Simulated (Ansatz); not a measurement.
# LaIn: the cost of one run

Computed with the Python package of Ansatz 0.2.0. Level of theory: DFT PBEsol, plane waves, PAW.

**1. Starting point**

Symmetry: Pm-3m, No. 221, cubic system. Conventional cell: a = 3.954 Å, b = 3.954 Å, c = 3.954 Å, α = 90.00°, β = 90.00°, γ = 90.00°. La (site symmetry m-3m) has 8 In at 3.42 Å as nearest neighbours. In (site symmetry m-3m) has 8 La at 3.42 Å as nearest neighbours.

No structure file is read: the coordinates are typed or built in the script.

**2. The script**

The input, eos_lain.py:

```python
'''Energy against volume for LaIn, with a fit.'''

from dataclasses import dataclass

import ansatz as az
import numpy as np


@dataclass(frozen=True)
class RunConfig:
    xc: str = 'PBEsol'
    filling: str = 'fermi_dirac'
    sigma: float = 0.05
    cutoff: int = 500
    mesh: tuple[int, ...] = (6, 6, 6)


opts = RunConfig()

VECTORS = np.array([
    [3.954077, 0.0, 0.0],
    [0.0, 3.954077, 0.0],
    [0.0, 0.0, 3.954077],
])
SITES = [
    ('La', (0.5, 0.5, 0.5)),
    ('In', (0.0, 0.0, 0.0)),
]


def make_crystal(cell):
    crystal = az.Crystal(lattice=az.Lattice.of(cell))
    for symbol, position in SITES:
        crystal = crystal.atom(symbol, position)
    return crystal

# uniform scaling of the cell
volumes, energies, pressures = [], [], []
for scale in np.linspace(0.92, 1.08, 7):
    cell = VECTORS * scale ** (1 / 3)
    model = (
        make_crystal(cell).calculation()
        .functional(opts.xc)
        .pseudopotentials('paw')
        .occupations(opts.filling, width=opts.sigma)
        .basis(opts.cutoff)
        .kpoints(*opts.mesh)
        .stress()
    )
    summary = model.run(threads=1, backend='cpu').report
    volumes.append(abs(np.linalg.det(cell)) / len(SITES))
    energies.append(summary['free_energy_ev'] / len(SITES))
    pressures.append(np.trace(summary['stress_gpa']) / 3)
    print(f'V = {volumes[-1]:8.4f} A^3/atom  F = {energies[-1]:.5f} eV/atom  P = {pressures[-1]:8.3f} GPa')

# third-order Birch-Murnaghan: a cubic in V^(-2/3)
x = np.array(volumes) ** (-2 / 3)
poly = np.polynomial.Polynomial.fit(x, energies, 3).convert()
roots = poly.deriv().roots()
x0 = min((r.real for r in roots if abs(r.imag) < 1e-9 and poly.deriv(2)(r.real) > 0), key=lambda r: abs(r - x.mean()))
v0 = x0 ** -1.5
b0 = 4 / 9 * poly.deriv(2)(x0) * v0 ** (-7 / 3) * 160.21766
b1 = 4 + 2 / 3 * x0 * poly.deriv(3)(x0) / poly.deriv(2)(x0)
print(f'V0 = {v0:.4f} A^3/atom, B0 = {b0:.1f} GPa, dB/dP = {b1:.2f}')
```

**3. Running it**

Run with:

```bash
$ python eos_lain.py
```

Q: Estimate wall time and peak memory on 1 thread of Arm Neoverse V2, shared host.

About 9.1 s, with a peak of 0.43 GiB.
